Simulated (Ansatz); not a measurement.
# H2Br (doublet): from Hartree-Fock to the top rungs at distance Br1–H2 along a hydrogen transfer = 1.421 Å, cc-pVTZ

Aim: climb from Hartree-Fock through coupled cluster and multireference methods for H2Br (doublet) at one geometry and basis, and see what each rung misses.

Program: Ansatz 0.2.0, Gaussian basis. Level of theory: cc-pVTZ, core rule «outside noble gas», up to 14 orbitals frozen. These are calculated values, not measurements.

Plan: UHF; CCSD(T) on ROHF; CCSD(T) on UHF; BCCD(T) on ROHF; CISD; CCSDT(Q) on ROHF; CCSDT(Q) on UHF; CASSCF and MRCISD+Q, 3 electrons in 3 orbitals; CASSCF and NEVPT2, 3 electrons in 3 orbitals; CASSCF and MRCISD+Q, 9 electrons in 6 orbitals; CASSCF and NEVPT2, 9 electrons in 6 orbitals.

4 further runs of the same task are left out: 4 that didn't finish.

## Step 1: The system

The geometry derives from fragments relaxed apart (PBE0/def2-TZVP) and kept rigid, so it is no stationary point. A hydrogen atom is moved between rigid fragments. No spin-orbit coupling is included. The filled d shell of Br may be among the frozen orbitals whatever the setting's name suggests; the logs give the count.

3 atoms, charge 0, spin multiplicity 2.

Atoms are counted from 1 here; the program's logs count them from 0.

Bond lengths: Br1–H2 1.421 Å.

## Step 2: UHF

File in.yaml:

```yaml
crystal:
  periodic: [false, false, false]
  atoms:
    - {symbol: Br, position_ang: [0.000000, 0.000000, -1.407867]}
    - {symbol: H, position_ang: [0.000000, 0.000000, 0.012733]}
    - {symbol: H, position_ang: [0.000000, 0.000000, 1.395133]}
basis:
  gaussian: {orbitals: cc-pVTZ}
magnetization: {spin_polarized: true, initial_magnetization: 1}
hamiltonian: {xc: hf}
output: {orbitals: {seedname: orbitals}}
```

The run is started by

```
> ansatz run in.yaml --threads 1 --pin off --events-out ev --progress --plain --max-ram 2393MiB
```

The runs that follow: CCSD(T) on ROHF; CCSD(T) on UHF; BCCD(T) on ROHF; CISD; CCSDT(Q) on ROHF; CCSDT(Q) on UHF; CASSCF and MRCISD+Q, 3 electrons in 3 orbitals; CASSCF and NEVPT2, 3 electrons in 3 orbitals; CASSCF and MRCISD+Q, 9 electrons in 6 orbitals; CASSCF and NEVPT2, 9 electrons in 6 orbitals.

Q: Predict the results of all the runs planned. Wanted: UCCSDT(Q) below the RHF energy; RMP2 from UCCSDT(Q); UMP2 from UCCSDT(Q); RCCSD from UCCSDT(Q); RCCSD(T) from UCCSDT(Q); UCCSD(T) from UCCSDT(Q); RCCSDT(Q) from UCCSDT(Q); NEVPT2 pair from UCCSDT(Q); MRCISD+Q pair from UCCSDT(Q).

As calculated:

| quantity | value |
| --- | --- |
| UCCSDT(Q) below the RHF energy | -5.6349 eV |
| RMP2 from UCCSDT(Q) | +72.6 kJ/mol |
| UMP2 from UCCSDT(Q) | +72.1 kJ/mol |
| RCCSD from UCCSDT(Q) | +20.0 kJ/mol |
| RCCSD(T) from UCCSDT(Q) | +2.1 kJ/mol |
| UCCSD(T) from UCCSDT(Q) | +2.1 kJ/mol |
| RCCSDT(Q) from UCCSDT(Q) | 0.0 kJ/mol |
| NEVPT2 pair from UCCSDT(Q) | +72.0 kJ/mol |
| MRCISD+Q pair from UCCSDT(Q) | +6.2 kJ/mol |
| NEVPT2 valence from UCCSDT(Q) | +112.9 kJ/mol |
| levels within 1 kcal/mol (43 meV) | RCCSD(T), UCCSD(T), BCCD(T), RCCSDT, UCCSDT, RCCSDT(Q) |
| T1 diagnostic | 0.016 |
| effectively unpaired electrons | 1.01 |

**Reading.** RCCSD(T) misses by +2.1 kJ/mol, 0.4 % of the correlation energy. One determinant dominates. Of the multireference levels listed MRCISD+Q valence comes nearest in total energy (+6.0 kJ/mol), which doesn't show that its space is the better one. These misses are within one basis, not against nature; the frozen cores of restricted and unrestricted runs differ, which can shift their rows.
